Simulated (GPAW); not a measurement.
# AlCr2C (P6_3/mmc) in GPAW: reference runs

Aim: a first look at AlCr2C with PBEsol, on the cell as given.

All numbers are computed with GPAW 26.7.0; they aren't measurements. Logs are shortened: lines on timing, memory, paths and dates and some standing lists are left out, and cuts for length are marked. The log counts tension as positive stress, the text compression.

### Step 1. The crystal as given

Symmetry: P6_3/mmc, No. 194, hexagonal system. The conventional cell has a = 2.825 Å, b = 2.825 Å, c = 12.601 Å, α = 90.00°, β = 90.00°, γ = 120.00°. Around Cr (site symmetry 3m) lie 3 C at 1.95 Å. Around Al (site symmetry -6m2) lie 6 Cr at 2.64 Å and 6 Al at 2.83 Å. Around C (site symmetry -3m) lie 6 Cr at 1.95 Å.

The cell comes from a database or a generator and needn't be the stable form of this composition.

### Step 2. Single point, PBEsol, collinear spin, ferromagnetic start

run.py reads:

```python
from ase import Atoms
from ase.dft.bandgap import bandgap
from ase.io import write
from ase.units import GPa
from gpaw import GPAW, PW, setup_paths

setup_paths.insert(0, '.')

atoms = Atoms(['Cr', 'Cr', 'Cr', 'Cr', 'Al', 'Al', 'C', 'C'],
              cell=[[2.8251010646, 0.0, 0.0],
                    [-1.4125505323, 2.4466092902, 0.0],
                    [0.0, 0.0, 12.60137368]],
              scaled_positions=[[0.3333333333, 0.6666666667, 0.08505884],
                                [0.6666666667, 0.3333333333, 0.58505884],
                                [0.6666666667, 0.3333333333, 0.91494116],
                                [0.3333333333, 0.6666666667, 0.41494116],
                                [0.3333333333, 0.6666666667, 0.75],
                                [0.6666666667, 0.3333333333, 0.25],
                                [0.0, 0.0, 0.0],
                                [0.0, 0.0, 0.5]],
              pbc=True)
atoms.set_initial_magnetic_moments([3.0, 3.0, 3.0, 3.0, 0.0, 0.0, 0.0, 0.0])

calc = GPAW(mode=PW(800),
            xc='PBEsol',
            kpts={'size': (11, 11, 2), 'gamma': True},
            occupations={'name': 'fermi-dirac', 'width': 0.05},
            nbands=42,
            convergence={'density': 1e-05, 'energy': 1e-05},
            maxiter=150,
            txt='gpaw.txt')
atoms.calc = calc
energy = atoms.get_potential_energy()
forces = atoms.get_forces()
stress = atoms.get_stress()
calc.write('gs.gpw')
write('result.traj', atoms)
print(f'Energy: {energy:.6f} eV')
print('Forces (eV/A):')
print(forces.round(4))
print('Stress (GPa):', (stress / GPa).round(3))
print('Moments:', calc.get_magnetic_moments().round(3))
print('Fermi level:', round(calc.get_fermi_level(), 4), 'eV')
print(f'Gap: {bandgap(calc)[0]:.4f} eV, direct: {bandgap(calc, direct=True)[0]:.4f} eV')
```

Potentials or basis: PAW data sets generated in the run's folder for this functional, pw.

Started as:

```console
$ gpaw-setup -f PBEsol Al C Cr
$ OMP_NUM_THREADS=1 python run.py
```

gpaw.txt:

```text
__  _  _
 | _ |_)|_||  |
 |__||  | ||/\| - 26.7.0

Input parameters:
  mode=PW(ecut=800.0),
  convergence={'density': 1e-05, 'energy': 1e-05},
  kpts=MonkhorstPack(size=(11, 11, 2), gamma=True),
  maxiter=150,
  nbands=42,
  occupations=Occupations(name='fermi-dirac', width=0.05),
  xc=XC(name='PBEsol')

Diagonalizing LCAO Hamiltonian
Converting LCAO to pw mode

           Cr

        Al

           Cr

       CCr

           Al

        Cr

       C

Atoms  # Å, Bohr magnetons
|   | symbol |         x |        y |         z |    initial magnetic moments |
|---|--------|-----------|----------|-----------|-----------------------------|
| 0 |     Cr | -0.000000 | 1.631073 |  1.071858 | ( 0.0000,  0.0000,  3.0000) |
| 1 |     Cr |  1.412551 | 0.815536 |  7.372545 | ( 0.0000,  0.0000,  3.0000) |
| 2 |     Cr |  1.412551 | 0.815536 | 11.529515 | ( 0.0000,  0.0000,  3.0000) |
| 3 |     Cr | -0.000000 | 1.631073 |  5.228829 | ( 0.0000,  0.0000,  3.0000) |
| 4 |     Al | -0.000000 | 1.631073 |  9.451030 | ( 0.0000,  0.0000,  0.0000) |
| 5 |     Al |  1.412551 | 0.815536 |  3.150343 | ( 0.0000,  0.0000,  0.0000) |
| 6 |      C |  0.000000 | 0.000000 |  0.000000 | ( 0.0000,  0.0000,  0.0000) |
| 7 |      C |  0.000000 | 0.000000 |  6.300687 | ( 0.0000,  0.0000,  0.0000) |

Unit cell  # Å
| periodic |         x |        y |         z |   lengths |     angles |
|----------|-----------|----------|-----------|-----------|------------|
|      yes |  2.825101 | 0.000000 |  0.000000 |  2.825101 |  90.000000 |
|      yes | -1.412551 | 2.446609 |  0.000000 |  2.825101 |  90.000000 |
|      yes |  0.000000 | 0.000000 | 12.601374 | 12.601374 | 120.000000 |

Number of symmetries: 12
Symmetry operations  # r_c * U_cc + t_c -> r_c
|    | kind |            matrix            |
|----|------|------------------------------|
|  0 |  σ   |  1, 1, 0,  0,-1, 0,  0, 0, 1 |
|  1 |  S6  |  1, 1, 0, -1, 0, 0,  0, 0,-1 |
|  2 |  E   |  1, 0, 0,  0, 1, 0,  0, 0, 1 |
|  3 |  C2  |  1, 0, 0, -1,-1, 0,  0, 0,-1 |
|  4 |  C2  |  0, 1, 0,  1, 0, 0,  0, 0,-1 |
|  5 |  C3  |  0, 1, 0, -1,-1, 0,  0, 0, 1 |
|  6 |  S6  |  0,-1, 0,  1, 1, 0,  0, 0,-1 |
|  7 |  σ   |  0,-1, 0, -1, 0, 0,  0, 0, 1 |
|  8 |  σ   | -1, 0, 0,  1, 1, 0,  0, 0, 1 |
|  9 |  i   | -1, 0, 0,  0,-1, 0,  0, 0,-1 |
| 10 |  C3  | -1,-1, 0,  1, 0, 0,  0, 0, 1 |
| 11 |  C2  | -1,-1, 0,  0, 1, 0,  0, 0,-1 |

BZ-sampling:
  Number of BZ points: 242
  Number of IBZ points: 32

  Monkhorst-Pack size: [11, 11, 2]
  Monkhorst-Pack shift: [0.0, 0.0, 0.25]

K-points  # in reciprocal-cell coordinates
|     |                                coordinates |     weight |
|-----|--------------------------------------------|------------|
|   0 | (  0.00000000,   0.00000000,   0.00000000) | 0.00413223 |
|   1 | (  0.00000000,   0.00000000,   0.50000000) | 0.00413223 |
|   2 | (  0.09090909,   0.00000000,   0.00000000) | 0.02479339 |
|   3 | (  0.09090909,   0.00000000,   0.50000000) | 0.02479339 |
|   4 | (  0.18181818,  -0.09090909,   0.00000000) | 0.02479339 |
|   5 | (  0.18181818,  -0.09090909,   0.50000000) | 0.02479339 |
|   6 | (  0.18181818,   0.00000000,   0.00000000) | 0.02479339 |
|   7 | (  0.18181818,   0.00000000,   0.50000000) | 0.02479339 |
|   8 | (  0.27272727,  -0.09090909,   0.00000000) | 0.04958678 |
|   9 | (  0.27272727,  -0.09090909,   0.50000000) | 0.04958678 |
| ... |                                            |            |
|  31 | (  0.45454545,   0.45454545,   0.50000000) | 0.02479339 |

Plane wave coefficients: 4523
Cutoff: 800.0 eV

Spin-components: 2 (collinear spins)
Bands:           42
Projectors:      44
Spin-degeneracy: 1
Datatype:        complex128

Parallelization:
  kpt:    1
  domain: 1
  band:   1

Density:
  Valence electrons: 38.0
  Components: 2
  Grid points: [20 20 84]
  Charge: 0.0  # |e|

Potential:
  Grid points: [20 20 84]

species:
  Cr:
    name:    Chromium
    Z:       24.0
    valence: 6
    core:    18
    charge:  0.0  # [|e|]
    compensation charges:
      type: gauss
      rc: 0.35  # [Å]
      lmax: 2
    cutoffs:
      filter: 2.14  # [Å]
      core: 3.04  # [Å]
    projectors
    | kind |    occ | energy [eV] | rcut [Å] |
    |------|--------|-------------|----------|
    |   4s |  1.000 |      -4.015 |    1.164 |
    |   4p |  0.000 |      -0.955 |    1.217 |
    |   3d |  5.000 |      -2.928 |    1.111 |
    |    s |        |      23.196 |    1.164 |
    |    p |        |      26.257 |    1.217 |
    |    d |        |      24.283 |    1.111 |

    Using partial waves for Cr as LCAO basis

  Al:
    name:    Aluminium
    Z:       13.0
    valence: 3
    core:    10
    charge:  0.0  # [|e|]
    compensation charges:
      type: gauss
      rc: 0.34  # [Å]
      lmax: 2
    cutoffs:
      filter: 1.91  # [Å]
      core: 2.36  # [Å]
    projectors
    | kind |    occ | energy [eV] | rcut [Å] |
    |------|--------|-------------|----------|
    |   3s |  2.000 |      -7.715 |    1.085 |
    |   3p |  1.000 |      -2.689 |    1.085 |
    |    s |        |      19.497 |    1.085 |
    |    p |        |      24.522 |    1.085 |
    |    d |        |       0.000 |    1.085 |

    Using partial waves for Al as LCAO basis

  C:
    name:    Carbon
    Z:       6.0
    valence: 4
    core:    2
    charge:  0.0  # [|e|]
    compensation charges:
      type: gauss
      rc: 0.20  # [Å]
      lmax: 2
    cutoffs:
      filter: 1.14  # [Å]
      core: 1.14  # [Å]
    projectors
    | kind |    occ | energy [eV] | rcut [Å] |
    |------|--------|-------------|----------|
    |   2s |  2.000 |     -13.648 |    0.635 |
    |   2p |  2.000 |      -5.232 |    0.635 |
    |    s |        |      13.563 |    0.635 |
    |    p |        |      21.979 |    0.635 |
    |    d |        |       0.000 |    0.635 |

    Using partial waves for C as LCAO basis

Reference energy: -129438.675829  # eV

eigensolver:
  PPCG
  Converge bands: occupied
  niter=2

density mixing:
  MSR1-Mixer
  Pratt-step length: 0.05
  Maximum mixing coefficient: 0.75
  Old densities: 10
  SVD Regularization: 0.005
  Good broyden scale: 1.0
  Trust region scale: 1.0
  Backstep threshold: 4.0
  History deletion threshold: 6.0
  Fourier metric: weight=20.0, sigma=0.015

occupation numbers:
  Fermi-Dirac:
    width: 0.0500  # eV

poisson solver:
  ecut: 6400.0  # eV

xc functional:
  name: PBEsol with 2 nearest neighbor stencil

convergence criteria:
- Maximum integral of absolute [dens]ity change: 1e-05 electrons / valence electron
- Maximum [total energy] change in last 3 cyles: 1e-05 eV / valence electron
- Maximum integral of absolute [eigenst]ate change: 4e-08 eV^2 / valence electron
maximum number of iterations: 150

SCF iterations
|iter     | |      energy | eigst |  dens |  magmom |
|---------|-|-------------|-------|-------|---------|
|iter:   1| |  -70.746289 | +0.25 |       | +11.9845|
|iter:   2| |  -69.465607 | -1.34 | -0.57 | +11.6924|
|iter:   3| |  -69.452197 | -0.80 | -0.60 |  +8.3613|
|iter:   4| |  -68.660361 | -1.17 | -0.81 |  +7.7572|
|iter:   5| |  -69.029629 | -1.74 | -0.92 |  +5.7199|
|iter:   6| |  -69.202817 | -1.94 | -1.17 |  +3.2455|
|iter:   7| |  -69.257105 | -2.74 | -1.49 |  +2.7169|
|iter:   8| |  -69.284237 | -2.91 | -1.75 |  +2.1040|
|iter:   9| |  -69.533958 | -2.80 | -2.01 |  +1.3613|
|iter:  10| |  -69.309389 | -3.35 | -1.32 |  +1.3510|
|iter:  11| |  -69.330267 | -2.94 | -2.14 |  +0.4940|
|iter:  12| |  -69.337322 | -3.84 | -2.18 |  +0.4091|
|iter:  13| |  -69.338987 | -3.91 | -2.53 |  +0.1863|
|iter:  14| |  -69.339573 | -4.60 | -2.72 |  +0.1194|
|iter:  15| |  -69.339667 | -5.03 | -2.93 |  +0.1089|
|iter:  16| |  -69.339592c| -5.21 | -3.00 |  +0.0787|
|iter:  17| |  -69.339704c| -5.01 | -3.22 |  +0.0458|
|iter:  18| |  -69.339618c| -5.36 | -3.10 |  +0.0741|
|iter:  19| |  -69.339624c| -5.75 | -3.56 |  +0.0415|
|iter:  20| |  -69.339615c| -6.42 | -3.32 |  +0.0278|
|iter:  21| |  -69.339621c| -6.09 | -3.79 |  +0.0047|
|iter:  22| |  -69.339627c| -6.72 | -3.78 |  -0.0017|
|iter:  23| |  -69.339626c| -7.33 | -4.24 |  +0.0029|
|iter:  24| |  -69.339626c| -7.66c| -4.55 |  +0.0014|
|iter:  25| |  -69.339626c| -7.57c| -4.58 |  +0.0001|
|iter:  26| |  -69.339626c| -7.59c| -4.85 |  -0.0007|
|iter:  27| |  -69.339626c| -7.73c| -4.59 |  -0.0007|
|iter:  28| |  -69.339626c| -8.14c| -4.97 |  -0.0002|
|iter:  29| |  -69.339626c| -8.72c| -5.33c|  -0.0002|

Converged in 29 steps
Energy contributions relative to reference atoms: (reference = -129438.675829)

Energy contributions:
  Kinetic:         -28.997086
  Coulomb:          10.943061
  Zero:              1.112135
  External:          0.000000
  Xc:              -52.368302
  Entropy:          -0.058869
  Spinorbit:         0.000000
  ----------------------------
  Free energy:     -69.369061
  Extrapolated:    -69.339626

dipole moment: (-5.614123, -9.723947, -25.041680)  # |e|*Ang

Total magnetic moment: (0.000000, 0.000000, -0.000158)

Local magnetic moments
|        x |        y |         z |
|----------|----------|-----------|
| 0.000000 | 0.000000 | -0.000026 |  # Cr   0
| 0.000000 | 0.000000 | -0.000045 |  # Cr   1
| 0.000000 | 0.000000 | -0.000026 |  # Cr   2
| 0.000000 | 0.000000 | -0.000045 |  # Cr   3
| 0.000000 | 0.000000 | -0.000001 |  # Al   4
| 0.000000 | 0.000000 | -0.000001 |  # Al   5
| 0.000000 | 0.000000 |  0.000001 |  # C    6
| 0.000000 | 0.000000 |  0.000004 |  # C    7

Fermi level: 10.199
Eigenvalues  # (at kpt = [0.000, 0.000, 0.000])
| band index |      eig [eV] | occ [0-1] |      eig [eV] | occ [0-1] |
|------------|---------------|-----------|---------------|-----------|
|          0 |        -3.258 |     1.000 |        -3.258 |     1.000 |
|        ... |               |           |               |           |
|         14 |         9.114 |     1.000 |         9.114 |     1.000 |
|         15 |         9.114 |     1.000 |         9.114 |     1.000 |
|         16 |         9.129 |     1.000 |         9.129 |     1.000 |
|         17 |         9.129 |     1.000 |         9.129 |     1.000 |
|         18 |         9.987 |     0.986 |         9.987 |     0.986 |
|         19 |         9.987 |     0.986 |         9.987 |     0.986 |
[... 8 lines left out ...]
|         28 |        15.415 |     0.000 |        15.415 |     0.000 |
|         29 |        15.804 |     0.000 |        15.804 |     0.000 |
|        ... |               |           |               |           |
|         41 |        21.907 |     0.000 |        22.428 |     0.000 |

No gap
No difference between direct/indirect transitions

Forces  # eV/Ang
|        x |        y |        z |
|----------|----------|----------|
|  0.00000 |  0.00000 |  0.02323 |  # Cr   0
| -0.00000 | -0.00000 |  0.02322 |  # Cr   1
| -0.00000 |  0.00000 | -0.02323 |  # Cr   2
|  0.00000 |  0.00000 | -0.02322 |  # Cr   3
|  0.00000 | -0.00000 | -0.00000 |  # Al   4
| -0.00000 |  0.00000 |  0.00000 |  # Al   5
|  0.00000 |  0.00000 |  0.00000 |  # C    6
|  0.00000 | -0.00000 |  0.00000 |  # C    7

Stress tensor  # eV/Ang^3
|        x |        y |         z |
|----------|----------|-----------|
| 0.001230 | 0.000000 |  0.000000 |
| 0.000000 | 0.001230 |  0.000000 |
| 0.000000 | 0.000000 | -0.000866 |

# Writing to gs.gpw (mode='')
```

Wall time 7.9 min (1 thread of Arm Neoverse V2, shared host); peak memory 0.46 GiB.

What came out:

```
Free energy            : -69.3691 eV
Pressure               : -0.1 GPa
Largest force          : 0.023 eV/Å
Band gap on the k mesh : none (metal or under the smearing width)
Net moment             : 0.00 μB per cell
```

Forces in eV/Å, atoms in the order of the input:
```
Cr   0.000  0.000  0.023
Cr   0.000  0.000  0.023
Cr   0.000  0.000 -0.023
Cr   0.000  0.000 -0.023
Al   0.000  0.000  0.000
Al   0.000  0.000  0.000
C    0.000  0.000  0.000
C    0.000  0.000  0.000
```

Caveat: the starting moments collapsed, and a magnetic state may lie lower.
